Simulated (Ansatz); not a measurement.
# BFH3OSi: the cost of one run

Method: RKS CAM-B3LYP-D4/def2-SVPD; program: Ansatz 0.2.0.

## (1) Where the work starts

7 atoms, charge -1, spin multiplicity 1.

Atoms are counted from 1 here; the program's logs count them from 0.

Bond lengths: O1–B2 1.279 Å, B2–F3 1.435 Å, B2–Si4 2.079 Å, Si4–H5 1.519 Å, Si4–H6 1.526 Å, Si4–H7 1.527 Å. Angles: O1–B2–F3 126.5°, O1–B2–Si4 124.6°, F3–B2–Si4 108.9°, B2–Si4–H5 114.4°, B2–Si4–H6 116.0°, B2–Si4–H7 116.4°, H5–Si4–H6 103.2°, H5–Si4–H7 103.2°, H6–Si4–H7 101.7°.

As a file:

```xyz
7
BFH3OSi
O     1.9780   -0.2500    1.1535
B     0.8090   -0.6298    0.8002
F     0.1395   -1.8295    1.2153
Si   -0.4361    0.4248   -0.4876
H     0.1673    1.7080   -1.0322
H    -1.7684    0.8868    0.0971
H    -0.8893   -0.3104   -1.7463
```

This geometry comes from a loose relaxation at PBE in a small basis, which is not shown.

## (3) Plan of the scan

- bond length B2–F3: 13 values from 1.164 to 2.130 Å
- bond length B2–Si4: 13 values from 1.777 to 2.893 Å

Nothing else is relaxed (all other coordinates rigid). Energies count from the relaxed molecule at the same level. Points are written as (first, second).

(The set-up runs are not shown.)

## (4) Grid point (1.728 Å, 2.335 Å)

File input.yaml:

```yaml
crystal:
  periodic: [false, false, false]
  atoms:
    - { symbol: O, position_ang: [1.957529, -0.256764, 1.14513] }
    - { symbol: B, position_ang: [0.800139, -0.62184, 0.790763] }
    - { symbol: F, position_ang: [-0.003583, -2.066406, 1.293996] }
    - { symbol: Si, position_ang: [-0.596717, 0.565132, -0.655652] }
    - { symbol: H, position_ang: [0.002765, 1.833947, -1.192405] }
    - { symbol: H, position_ang: [-1.910948, 1.011921, -0.064197] }
    - { symbol: H, position_ang: [-1.035651, -0.176875, -1.893972] }
total_charge: -1
basis:
  gaussian: { orbitals: def2-SVPD }
hamiltonian:
  xc: { name: CAM-B3LYP }
  dispersion: d4
output:
  forces: true
```

Run with:

```
ansatz run input.yaml --threads 1 --pin off --max-ram 2560MiB --backend cpu --events-out ev --progress --plain --runs-dir out
```

What time and memory should one allow on 1 thread of Arm Neoverse V1, shared host?

About 4 s, with a peak of 0.24 GiB.
